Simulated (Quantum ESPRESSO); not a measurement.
GaBiSe2, 4 atoms in the cell. The structure is tetragonal, space group P4/mmm (No. 123). Conventional cell: a = 5.228 Å, b = 5.228 Å, c = 3.730 Å, α = 90.00°, β = 90.00°, γ = 90.00°. Ga (site symmetry 4/mmm) has 4 Se at 2.61 Å as nearest neighbours. Around Bi (site symmetry 4/mmm) lie 8 Se at 3.21 Å. Around Se (site symmetry mmm) lie 2 Ga at 2.61 Å. The cell was built by a generator and needn't be a form met in nature.

```yaml
Program: Quantum ESPRESSO 7.5
Task: phonons
Functional: AM05
Potentials_or_basis: PseudoDojo 0.4.1 SR PBE standard
Cutoff: 1170 eV
Density_cutoff: 4680 eV
k_mesh: 2 × 2 × 4, shifted
Occupations: fermi-dirac, width 0.05 eV
Spin: no spin polarisation
Mixing_beta: 0.5
Most_SCF_iterations: 120
SCF_threshold: 8e-10 Ry
```

Potentials or basis: PseudoDojo 0.4.1 SR PBE standard.

The run is started by

```bash
$ OMP_NUM_THREADS=1 mpirun -n 4 pw.x -in pw.in > pw.out
$ OMP_NUM_THREADS=1 mpirun -n 4 pw.x -in relax.in > relax.out
$ OMP_NUM_THREADS=1 mpirun -n 4 pw.x -in gamma.in > gamma.out
$ OMP_NUM_THREADS=1 mpirun -n 4 pw.x -in scf2.in > scf2.out
$ OMP_NUM_THREADS=1 mpirun -n 4 ph.x -in ph.in > ph.out
$ OMP_NUM_THREADS=1 mpirun -n 1 dynmat.x -in dynmat.in > dynmat.out
$ OMP_NUM_THREADS=1 mpirun -n 1 dynmat.x -in dynmat_lo.in > dynmat_lo.out
```

Hardware: 4 MPI ranks on Arm Neoverse V1, on a shared host.

Task: Estimate the wall time of this run.

Result: Wall time 4.3 min on 4 MPI ranks on Arm Neoverse V1, with other jobs on the host, peak memory 0.28 GiB a rank. Counts: scf iterations 103, k pools 1, bands 40, ion steps 10, k points 2, g dense 74077.
